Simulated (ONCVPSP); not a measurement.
# Pseudopotential generation for selenium: ONCV, PBE

Do these settings give a usable potential? It is generated, then checked for transferability, scattering, ghosts and hardness.

Method: ONCVPSP 4.0.1.1 (patched build), PBE, scalar-relativistic.

### 1 Settings

Typed settings, in words:

```json
{
  "element": "selenium (Se, Z = 34)",
  "type": "optimised norm-conserving Vanderbilt (ONCV)",
  "frozen core": "[Ne]",
  "valence charge": "24",
  "reference configuration": "3s2 3p6 3d10 4s1 4p5",
  "partial waves": "3s+4s: rc 0.90 bohr, ncon 4, nbas 7, qcut 17.4 1/bohr, 2 projectors; 3p+4p: rc 0.90 bohr, ncon 3, nbas 8, qcut 19.5 1/bohr, 2 projectors; 3d: rc 0.75 bohr, ncon 3, nbas 8, qcut 20.5 1/bohr, 2 projectors, debl 0.5 Ha; f scattering state at 0.09 Ha: rc 0.75 bohr, ncon 4, nbas 7, qcut 15.1 1/bohr, 2 projectors, debl 3.2 Ha",
  "local potential": "polynomial inside 0.65 bohr (lpopt 5, dvloc0 0 Ha)",
  "core correction": "not asked for"
}
```

### 2 Generation

Input file Se.dat:

```
# ATOM AND REFERENCE CONFIGURATION
# atsym  z   nc   nv     iexc    psfile
  Se 34.00    3    5        4      upf
#
#   n    l    f
    1    0    2.00
    2    0    2.00
    2    1    6.00
    3    0    2.00
    3    1    6.00
    3    2   10.00
    4    0    1.00
    4    1    5.00
#
# PSEUDOPOTENTIAL AND OPTIMIZATION
# lmax
    3
#
#   l,   rc,      ep,       ncon, nbas, qcut
    0    0.90    0.00    4    7   17.40
    1    0.90    0.00    3    8   19.50
    2    0.75    0.00    3    8   20.50
    3    0.75    0.09    4    7   15.10
#
# LOCAL POTENTIAL
# lloc, lpopt,  rc(5),   dvloc0
    4    5    0.65    0.00
#
# VANDERBILT-KLEINMAN-BYLANDER PROJECTORs
# l, nproj, debl
    0    2    3.50
    1    2    1.70
    2    2    0.50
    3    2    3.20
#
# MODEL CORE CHARGE
# icmod, fcfact, rcfact
    0    0.00    0.00
#
# LOG DERIVATIVE ANALYSIS
# epsh1, epsh2, depsh
   -9.00    5.00    0.04
#
# OUTPUT GRID
# rlmax, drl
    6.00    0.01
#
# TEST CONFIGURATIONS
# ncnf
    4
# nvcnf
#   n    l    f
    5
    3    0    2.00
    3    1    6.00
    3    2   10.00
    4    0    2.00
    4    1    4.00
#
    5
    3    0    2.00
    3    1    6.00
    3    2   10.00
    4    0    2.00
    4    1    3.00
#
    5
    3    0    2.00
    3    1    6.00
    3    2   10.00
    4    0    2.00
    4    1    2.00
#
    5
    3    0    2.00
    3    1    6.00
    3    2   10.00
    4    0    2.00
    4    1    1.00
#
```

Run with:

```console
oncvpsp.x < Se.dat > Se.out
```

Before running it: what results should come out? Wanted: cutoffs for 1 and 0.1 mHa per electron, occupied waves; bound ghosts; GHOST(+) flags; largest test error; largest phase difference near zero energy, channels read; projector energies reset by the program.

**Answer**, as computed:

| quantity | value |
| --- | --- |
| cutoffs for 1 and 0.1 mHa per electron, occupied waves | 167 Ha and 186 Ha |
| bound ghosts | none found |
| GHOST(+) flags | none at low energy |
| largest test error (AE − PS) | -2.3 meV, for 3s2 3p6 3d10 4s2 4p1 |
| largest phase difference near zero energy, channels read | 0.000 rad |
| projector energies reset by the program | d: -2.011, 0.250 Ha |

In words: The worst unpolarised test, 3s2 3p6 3d10 4s2 4p1, is off by 2.3 meV on 51.2 eV; by total energies transferability rates as very good. By its cutoff, 167 Ha for the looser tolerance, it is very hard. At the looser tolerance the 3d wave is the slowest; 3s needs 96 Ha. It is free of bound ghosts as far as tested. Near zero energy the phases of the channels with partial waves agree within 0.001 rad. These are tests on the free atom; a crystal test is still owed.
